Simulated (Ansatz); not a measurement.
This geometry of a periodic cell of 13 atoms, Sn₄S₈F (host SnS2, host structure P-3m1, interstitial F) is a first-order saddle point.

These are results of DFT PBE-D3(BJ), scalar-relativistic, plane waves, PAW (Ansatz 0.2.0), not measurements. Settings: cutoff 420 eV, k mesh 2x2x3, gaussian smearing 0.05 eV, spin collinear.

```xyz
13
Lattice="-3.6050 -6.2440 0.0000 5.4075 -3.1220 0.0000 0.0000 0.0000 5.4600" Properties=species:S:1:pos:R:3
Sn -0.010 -6.270 0.070
S 1.725 -5.292 4.002
S -0.092 -4.144 1.403
Sn -1.850 -3.206 -0.111
S -0.027 -2.097 3.901
S 3.643 -4.216 1.347
Sn 1.779 -3.139 -0.058
S 3.616 -2.017 4.001
S 1.713 -1.018 1.403
Sn 0.021 0.035 -0.110
S -1.772 -5.253 3.877
S 1.813 -7.322 1.499
F 2.025 -3.283 2.590
```

**Question.** Which two structures does it join? (They come from a converged band through this point; their orientation in space is the band's.)

**Answer.** The atom that moves furthest is F13, by 2.88 Å; four of its nearest neighbours are Sn4 2.09, S12 2.27, S6 2.31, S2 2.60 Å at the first end and Sn7 2.43, S5 2.47, S3 2.50, S9 2.50 Å at the last.

Initial state:

```xyz
13
Lattice="-3.6050 -6.2440 0.0000 5.4075 -3.1220 0.0000 0.0000 0.0000 5.4600" Properties=species:S:1:pos:R:3
Sn -0.071 -6.263 0.062
S 1.735 -5.174 4.119
S -0.044 -4.138 1.483
Sn -1.796 -3.088 -0.027
S -0.045 -2.163 3.841
S 3.799 -3.783 1.377
Sn 1.782 -3.060 0.062
S 3.379 -1.962 3.843
S 1.567 -0.909 1.340
Sn -0.049 0.037 -0.500
S -1.752 -5.091 3.859
S 1.513 -7.687 1.393
F 2.583 -5.711 1.720
```

Final state:

```xyz
13
Lattice="-3.6050 -6.2440 0.0000 5.4075 -3.1220 0.0000 0.0000 0.0000 5.4600" Properties=species:S:1:pos:R:3
Sn 0.005 -6.252 -0.144
S 1.836 -5.189 3.986
S -0.104 -4.266 1.393
Sn -1.836 -3.170 -0.049
S 0.014 -2.093 4.030
S 3.717 -4.230 1.447
Sn 1.802 -3.127 0.166
S 3.604 -2.124 3.987
S 1.836 -0.907 1.395
Sn 0.023 0.046 -0.051
S -1.831 -5.189 3.854
S 1.762 -7.267 1.461
F 1.751 -3.100 2.592
```

**Question.** How far does it lie above each of them?

**Answer.** 0.52 eV above the first and 0.01 eV above the second. This is the barrier of this one path; another mechanism may lie lower. Limits of this set-up: coarse k mesh, a small cell, in which the defect meets its images, a typed lattice constant that wasn't relaxed here.

Time of the run: 5.9 min on 2 threads of AMD EPYC 9R45 96-Core Processor (Zen 5), with other jobs on the host, peak memory 1.7 GiB.
